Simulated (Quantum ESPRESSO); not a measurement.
# TaTe (R-3m) in Quantum ESPRESSO: reference runs

Reference runs on TaTe: the cell as given.

Everything below comes from runs of Quantum ESPRESSO 7.5. Logs are shortened: lines on timing, memory, paths and dates and some standing lists are left out, and cuts for length are marked.

**1. The crystal as given**

Symmetry: R-3m, No. 166, trigonal system. Conventional cell: a = 6.081 Å, b = 6.081 Å, c = 9.363 Å, α = 90.00°, β = 90.00°, γ = 120.00°. Ta (site symmetry 3m) is surrounded by 1 Ta at 1.71 Å and 1 Te at 1.86 Å. Te (site symmetry 3m) has 1 Ta at 1.86 Å as nearest neighbours.

The cell was built by a generator and needn't be a form met in nature.

**2. Single point, PBE**

pw.in reads:

```
&CONTROL
  calculation = 'scf'
  prefix = 'pwscf'
  outdir = './tmp'
  pseudo_dir = './pseudo'
  tprnfor = .true.
  tstress = .true.
  disk_io = 'nowf'
/
&SYSTEM
  ibrav = 0
  nat = 4
  ntyp = 2
  ecutwfc = 55
  ecutrho = 440
  nbnd = 27
  occupations = 'smearing'
  smearing = 'fd'
  degauss = 0.00367493
/
&ELECTRONS
  conv_thr = 8d-10
  electron_maxstep = 120
  mixing_beta = 0.5
/
ATOMIC_SPECIES
Ta   180.9479 Ta_pbe_v1.uspp.F.UPF
Te   127.6000 Te_pbe_v1.uspp.F.UPF
CELL_PARAMETERS angstrom
   3.0405338800    1.7554530600    3.1209618300
  -3.0405338800    1.7554530600    3.1209618300
   0.0000000000   -3.5109061100    3.1209618300
ATOMIC_POSITIONS crystal
Ta     0.0914778500    0.0914778500    0.0914778500
Ta     0.9085221500    0.9085221500    0.9085221500
Te     0.7094996800    0.7094996800    0.7094996800
Te     0.2905003200    0.2905003200    0.2905003200
K_POINTS automatic
6 6 6 0 0 0
```

Potentials or basis: SSSP 1.3 efficiency PBE.

Launch:

```bash
> OMP_NUM_THREADS=1 pw.x -in pw.in > pw.out
```

pw.out:

```text
This program is part of the open-source Quantum ESPRESSO suite
     for quantum simulation of materials; please cite
         "P. Giannozzi et al., J. Phys.:Condens. Matter 21 395502 (2009);
         "P. Giannozzi et al., J. Phys.:Condens. Matter 29 465901 (2017);
         "P. Giannozzi et al., J. Chem. Phys. 152 154105 (2020);
     in publications or presentations arising from this work. More details at

     Message from routine setup:
     using ibrav=0 with symmetry is DISCOURAGED, use correct ibrav instead

     G-vector sticks info
     --------------------
     sticks:   dense  smooth     PW     G-vecs:    dense   smooth      PW
     Sum        2731    1349    399               105303    37047    5871

     Using Slab Decomposition

     bravais-lattice index     =            0
     lattice parameter (alat)  =       8.8771  a.u.
     unit-cell volume          =     674.4898 (a.u.)^3
     number of atoms/cell      =            4
     number of atomic types    =            2
     number of electrons       =        38.00
     number of Kohn-Sham states=           27
     kinetic-energy cutoff     =      55.0000  Ry
     charge density cutoff     =     440.0000  Ry
     scf convergence threshold =      8.0E-10
     mixing beta               =       0.5000
     number of iterations used =            8  plain     mixing
     Exchange-correlation= SLA  PW   PBE  PBE
                           (   1   4   3   4   0   0   0)

     celldm(1)=   8.877061  celldm(2)=   0.000000  celldm(3)=   0.000000
     celldm(4)=   0.000000  celldm(5)=   0.000000  celldm(6)=   0.000000

     crystal axes: (cart. coord. in units of alat)
               a(1) = (   0.647261   0.373696   0.664382 )
               a(2) = (  -0.647261   0.373696   0.664382 )
               a(3) = (   0.000000  -0.747393   0.664382 )

     reciprocal axes: (cart. coord. in units 2 pi/alat)
               b(1) = (  0.772486  0.445995  0.501719 )
               b(2) = ( -0.772486  0.445995  0.501719 )
               b(3) = ( -0.000000 -0.891990  0.501719 )

     PseudoPot. # 1 for Ta read from file:
     Ta_pbe_v1.uspp.F.UPF
     Pseudo is Ultrasoft + core correction, Zval = 13.0
     Generated by new atomic code, or converted to UPF format
     Using radial grid of  921 points,  7 beta functions with:
                l(1) =   0
                l(2) =   0
                l(3) =   1
                l(4) =   1
                l(5) =   2
                l(6) =   2
                l(7) =   3
     Q(r) pseudized with  6 coefficients,  rinner =    1.300   1.300   1.300
                                                       1.300   1.300   1.300
                                                       1.300

     PseudoPot. # 2 for Te read from file:
     Te_pbe_v1.uspp.F.UPF
     Pseudo is Ultrasoft + core correction, Zval =  6.0
     Generated by new atomic code, or converted to UPF format
     Using radial grid of  891 points,  5 beta functions with:
                l(1) =   0
[... 55 lines left out ...]

     Dense  grid:   105303 G-vectors     FFT dimensions: (  60,  60,  60)

     Smooth grid:    37047 G-vectors     FFT dimensions: (  45,  45,  45)

     Initial potential from superposition of free atoms

     starting charge      37.9973, renormalised to      38.0000

     negative rho (up, down):  1.803E-01 0.000E+00
     Starting wfcs are   34 randomized atomic wfcs

     Self-consistent Calculation

     iteration #  1     ecut=    55.00 Ry     beta= 0.50
     Davidson diagonalization with overlap
     ethr =  1.00E-02,  avg # of iterations =  3.4

     negative rho (up, down):  1.827E-01 0.000E+00
[... 85 lines left out ...]
     iteration # 11     ecut=    55.00 Ry     beta= 0.50
     Davidson diagonalization with overlap
     ethr =  6.62E-12,  avg # of iterations =  2.3

     negative rho (up, down):  1.856E-01 0.000E+00

     End of self-consistent calculation

          k = 0.0000 0.0000 0.0000 (  4603 PWs)   bands (ev):

   -59.0609 -55.6091 -30.7798 -24.5657 -24.5657 -22.1629 -22.1629 -20.3095
    -1.9961   1.0922   5.3300   5.3300   5.7088   6.1875   6.1875   9.1470
    10.7406  10.7406  11.5743  11.5924  11.5924  13.1541  13.1541  15.1757
    15.1757  16.2113  16.6148
[... 87 lines left out ...]
   -59.0606 -55.6096 -30.7787 -24.5724 -24.5724 -22.1548 -22.1548 -20.3134
    -1.3766   0.0572   4.8659   4.8659   7.0029   7.0346   7.0346   8.9591
    10.1201  10.1201  10.3826  11.6418  11.6418  12.4880  12.4880  14.9844
    15.6519  15.6520  16.9547

          k = 0.0000-0.1487 0.3345 (  4679 PWs)   bands (ev):

   -59.0604 -55.6099 -30.7780 -24.5821 -24.5715 -22.1558 -22.1431 -20.3150
    -0.9213  -0.4175   4.7517   4.8411   6.6250   7.5300   7.7168   8.7085
     9.3200   9.6247  10.5957  11.5843  11.6412  13.0913  13.1984  13.9413
    15.6734  15.6738  16.6510
[... 31 lines left out ...]
   -59.0601 -55.6104 -30.7772 -24.5903 -24.5763 -22.1501 -22.1332 -20.3161
    -1.1272   0.0339   4.6876   5.0685   6.2560   6.8598   7.8655   8.3969
     8.9205  10.0150  10.7725  11.2051  12.2663  12.7357  13.9461  13.9911
    15.3712  16.0590  16.6738

          k =-0.1287 0.5203 0.0836 (  4643 PWs)   bands (ev):

   -59.0602 -55.6102 -30.7775 -24.5864 -24.5758 -22.1508 -22.1380 -20.3147
    -1.3152   0.2574   4.5929   5.3378   6.1208   6.5215   7.8137   8.4839
     9.3649   9.9389  10.3873  11.1410  12.6070  13.4106  13.9602  14.1055
    15.2219  16.2502  16.9568

          k =-0.1287 0.3717 0.1672 (  4649 PWs)   bands (ev):

   -59.0604 -55.6099 -30.7782 -24.5821 -24.5715 -22.1560 -22.1433 -20.3135
    -1.3627   0.1925   4.6181   5.3661   5.9845   6.6645   8.2420   8.4182
     9.5936   9.7616  10.3067  11.6167  12.2726  13.2230  13.7483  14.1628
    15.6898  16.0661  16.5652
[... 10 lines left out ...]
   -59.0601 -55.6104 -30.7772 -24.5903 -24.5763 -22.1502 -22.1332 -20.3153
    -1.2216   0.1481   4.6898   5.2092   6.2097   6.7753   7.5608   8.9014
     9.1669   9.5056  10.6019  11.0867  12.1410  13.0611  13.4191  14.2263
    15.5216  16.6341  17.0644

          k = 0.5150-0.0000-0.2509 (  4626 PWs)   bands (ev):

   -59.0603 -55.6100 -30.7778 -24.5869 -24.5710 -22.1565 -22.1375 -20.3143
    -1.1673  -0.0338   4.5193   5.3570   5.8530   7.2517   7.9757   8.9361
     9.1925  10.0895  10.5240  10.8533  11.4773  13.1087  13.7028  14.2149
    15.6359  16.5083  17.1424
[... 45 lines left out ...]
   -59.0596 -55.6110 -30.7761 -24.5919 -24.5919 -22.1312 -22.1312 -20.3167
    -1.4929   0.7370   5.4402   5.4402   6.1042   6.1042   7.4313   7.7131
     9.3313   9.3313   9.5528  11.3405  11.3405  13.8441  13.8441  14.2858
    16.8945  16.8945  18.2290

     the Fermi energy is    10.9269 ev

!    total energy              =    -333.97312191 Ry
     estimated scf accuracy    <          1.5E-10 Ry
     smearing contrib. (-TS)   =      -0.00134531 Ry
     internal energy E=F+TS    =    -333.97177660 Ry

     The total energy is F=E-TS. E is the sum of the following terms:
     one-electron contribution =    -144.76304764 Ry
     hartree contribution      =      85.58331842 Ry
     xc contribution           =    -115.39948261 Ry
     ewald contribution        =    -159.39256477 Ry

     convergence has been achieved in  11 iterations

     negative rho (up, down):  1.856E-01 0.000E+00

     Forces acting on atoms (cartesian axes, Ry/au):

     atom    1 type  1   force =     0.00000000   -0.00000000    0.11764765
     atom    2 type  1   force =    -0.00000000   -0.00000000   -0.11764765
     atom    3 type  2   force =     0.00000000   -0.00000000   -1.88495150
     atom    4 type  2   force =     0.00000000    0.00000000    1.88495150

     Total force =     2.670911     Total SCF correction =     0.000046

     Computing stress (Cartesian axis) and pressure

     negative rho (up, down):  1.856E-01 0.000E+00
          total   stress  (Ry/bohr**3)                   (kbar)     P=     1423.02
  -0.00016155   0.00000000   0.00000000          -23.76        0.00        0.00
  -0.00000000  -0.00016155   0.00000000           -0.00      -23.76        0.00
  -0.00000000   0.00000000   0.02934366           -0.00        0.00     4316.60

=------------------------------------------------------------------------------=
   JOB DONE.
=------------------------------------------------------------------------------=
```

It took 48 s on 1 thread of AMD EPYC 9R45 (Zen 5), shared host; peak memory 0.73 GiB.

Results:

* Free energy: -4543.9358 eV
* Pressure: 142.3 GPa
* Largest force: 48.464 eV/Å
* Band gap on the k mesh: none (metal or under the smearing width)

Forces on the atoms (eV/Å):
```
Ta    0.000   0.000   3.025
Ta    0.000   0.000  -3.025
Te    0.000   0.000 -48.464
Te    0.000   0.000  48.464
```

Caveat: a pressure of tens of GPa on the cell as given is suspect, and the run, the potentials or the cell itself is likely at fault; forces of over 1 eV/Å show positions far from the minimum, so gaps and moduli don't describe the material at rest.
